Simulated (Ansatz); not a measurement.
# BaAl3: the cost of one run

Program: Ansatz 0.2.0. Level of theory: DFT PBE, scalar-relativistic, plane waves, PAW. These are calculated values, not measurements.

## (1) The starting structure

Symmetry: Pm-3m, No. 221, cubic system. Conventional cell: a = 4.325 Å, b = 4.325 Å, c = 4.325 Å, α = 90.00°, β = 90.00°, γ = 90.00°. Around Ba (site symmetry m-3m) lie 12 Al at 3.06 Å. Around Al (site symmetry 4/mmm) lie 4 Ba at 3.06 Å and 8 Al at 3.06 Å.

Coordinates:

```
CELL_PARAMETERS angstrom
4.32478 0.00000 0.00000
0.00000 4.32478 0.00000
0.00000 0.00000 4.32478
ATOMIC_POSITIONS crystal
Ba 0.00000 0.00000 0.00000
Al 0.00000 0.50000 0.50000
Al 0.50000 0.00000 0.50000
Al 0.50000 0.50000 0.00000
```

This is candidate A: Cu3Au (L1_2) type (Pm-3m, No. 221).

(A quick probe on a coarse mesh, which set the mesh and smearing, is not shown.)

## (3) Rough relaxation on the coarse mesh (candidate A)

Input file input.yaml:

```yaml
crystal:
  lattice:
    - [4.3247777621, 0.0, 0.0]
    - [0.0, 4.3247777621, 0.0]
    - [0.0, 0.0, 4.3247777621]
  atoms:
    - { symbol: Ba, position: [0.0, 0.0, 0.0] }
    - { symbol: Al, position: [0.0, 0.5, 0.5] }
    - { symbol: Al, position: [0.5, 0.0, 0.5] }
    - { symbol: Al, position: [0.5, 0.5, 0.0] }
basis:
  ecutwfc: 420
kpoints:
  mp_grid: { grid: [4, 4, 4] }
hamiltonian:
  xc: pbe
scf:
  occupations: { method: gaussian, width: 0.1 }
  lower_state_search: "off"
output:
  forces: true
  stress: true
  eigenvalues: true
relax:
  adjacent_minimum: "off"
  f_tol: 0.04
  max_steps: 70
  cell: { stress_tol: 0.4 }
```

Started as:

```
ansatz run input.yaml --threads 1 --pin off --max-ram 2560MiB --backend cpu --events-out ev --progress --plain --runs-dir out
```

What time and memory should one allow on 1 thread of Intel Xeon 6975P-C (Granite Rapids), shared host?

About 3.8 s, with a peak of 0.36 GiB.
